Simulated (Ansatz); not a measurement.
# CH5BFGeNO: the cost of one run

Program: Ansatz 0.2.0. Level of theory: RKS LDA/def2-SVP. These are calculated values, not measurements.

### Step 1. The starting structure

Bond lengths: N1–B2 1.508 Å, B2–O3 1.444 Å, B2–Ge4 2.164 Å, O3–Ge4 1.809 Å, Ge4–C5 1.901 Å, C5–F6 1.371 Å, N1–H7 0.996 Å, N1–H8 1.081 Å, Ge4–H9 1.515 Å, C5–H10 1.097 Å, C5–H11 1.141 Å. Angles (14 of 19 angles, heavy atoms first): N1–B2–O3 148.9°, N1–B2–Ge4 140.7°, O3–B2–Ge4 56.0°, B2–O3–Ge4 82.6°, B2–Ge4–O3 41.4°, B2–Ge4–C5 105.6°, O3–Ge4–C5 116.0°, Ge4–C5–F6 111.7°, B2–N1–H7 109.7°, B2–N1–H8 103.5°, B2–Ge4–H9 101.3°, O3–Ge4–H9 117.0°, C5–Ge4–H9 123.7°, Ge4–C5–H10 109.9°.

Structure file:

```xyz
11

N    -2.3090   -0.0850    0.4391
B    -1.3204    0.4823   -0.5476
O    -0.4728    1.5769   -0.9567
Ge    0.7364    0.2506   -1.1806
C     1.6941   -0.2759    0.3748
F     1.1275   -1.3728    0.9707
H    -1.8818   -0.8203    0.9578
H    -2.5007    0.7417    1.1083
H     0.5741   -0.6279   -2.4039
H     2.7377   -0.4935    0.1149
H     1.6802    0.5669    1.1437
```

### Step 2. Relaxing end A

File input.yaml:

```yaml
crystal:
  periodic: [false, false, false]
  atoms:
    - { symbol: "N", position_ang: [-2.309, -0.085, 0.4391] }
    - { symbol: B, position_ang: [-1.3204, 0.4823, -0.5476] }
    - { symbol: O, position_ang: [-0.4728, 1.5769, -0.9567] }
    - { symbol: Ge, position_ang: [0.7364, 0.2506, -1.1806] }
    - { symbol: C, position_ang: [1.6941, -0.2759, 0.3748] }
    - { symbol: F, position_ang: [1.1275, -1.3728, 0.9707] }
    - { symbol: H, position_ang: [-1.8818, -0.8203, 0.9578] }
    - { symbol: H, position_ang: [-2.5007, 0.7417, 1.1083] }
    - { symbol: H, position_ang: [0.5741, -0.6279, -2.4039] }
    - { symbol: H, position_ang: [2.7377, -0.4935, 0.1149] }
    - { symbol: H, position_ang: [1.6802, 0.5669, 1.1437] }
basis:
  gaussian: { orbitals: def2-SVP }
hamiltonian:
  xc: lda
relax:
  f_tol: 0.02
  max_steps: 50
```

The run is started by

```
ansatz run input.yaml --threads 2 --pin off --max-ram 3072MiB --backend cpu --events-out ev --progress --plain --runs-dir out
```

Q: Estimate wall time and peak memory on 2 threads of AMD EPYC 9B45 (Zen 5), shared host.

About 14 s, with a peak of 0.23 GiB.
